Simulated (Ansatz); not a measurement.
## BiTe in Ansatz: the effect of functional

Crystal: BiTe.

```xyz
2
Lattice="0.0000 3.1690 3.1690 3.1690 0.0000 3.1690 3.1690 3.1690 0.0000" Properties=species:S:1:pos:R:3 pbc="T T T"
Bi    0.0000    0.0000    0.0000
Te    3.1690    3.1690    3.1690
```

The cell isn't the ideal one: volume scaled by 0.94.

Alike in all runs:

```yaml
Program: Ansatz 0.2.0
Task: single point
Potentials_or_basis: Ansatz PAW
k_mesh: 7 × 7 × 7
Occupations: fermi-dirac, width 0.05 eV
Spin: no spin polarisation
```

Question: One run gave: pressure 1.7 GPa. Which functional did it use?
A. LDA
B. PBEsol
C. r2SCAN

Answer: B.

```csv
functional,cutoff,pressure (GPa)
LDA,420 eV (not typed: the program's choice for these potentials),0.5
PBEsol,420 eV (not typed: the program's choice for these potentials),1.7
r2SCAN,500 eV (not typed: the program's choice for these potentials),3.7
```

Caveats: the PAW data sets come from PBE, with cores solved anew for the run's functional, which leaves a small shift of forces and pressure.
